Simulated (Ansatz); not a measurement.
# C₃H₅BS, SMILES C#CB(C)S: a single point in a Gaussian basis

Run with the Ansatz DFT code, driven from Python.

`c3h5bs.xyz`
```text
10

C     2.12480   -0.43160    1.38290
C     1.15970   -0.28040    0.59110
B    -0.03230   -0.13690   -0.41430
C    -1.41990   -0.00090    0.11870
S     0.35360   -0.11790   -2.26660
H     2.87780   -0.46660    2.05400
H    -1.89810    0.95230   -0.22060
H    -2.05910   -0.83360   -0.28720
H    -1.51510   -0.02670    1.27370
H     0.49190    1.29110   -2.22890
```

Script `c3h5bs_energy.py`:
```python
import ansatz as az

mol = az.Crystal.molecule_from_extxyz('c3h5bs.xyz')

job = (
    mol.calculation()
    .basis(gaussian='def2-SVPD')
    .functional('HF')
)
result = job.run()
rep = result.report

for key in ('converged', 'free_energy_ev', 'reference_energy_ev', 'n_frozen', 'n_occupied', 'n_virtual'):
    print(f'{key:22s} {rep[key]}')

field = rep['mean_field']
print('<S^2> =', round(abs(field['state']['spin_squared']), 4), ' all-electron relativity setting:', field['relativity'])
print('passes:', field['passes'])
if 'symmetry' in field:
    print('occupied orbitals by irrep:', field['symmetry']['occupied'])
```

```console
$ python c3h5bs_energy.py
converged              True
free_energy_ev         -14652.157078994243
reference_energy_ev    -14652.157078994243
n_frozen               0
n_occupied             [22, 22]
n_virtual              [125, 125]
<S^2> = 0.0  all-electron relativity setting: none
passes: {'evaluations': 13, 'products': 22}
occupied orbitals by irrep: [{'A': 22}, {'A': 22}]
```

Notes:
- Total energies depend on the basis set; only differences at equal settings carry meaning.
- The geometry is a force-field or estimated start, not a minimum of this method, and the basis set is short of its limit.
- The whole script took 1.8 s on 1 thread of Arm Neoverse V2, with other jobs on the host, peak memory 0.29 GiB.
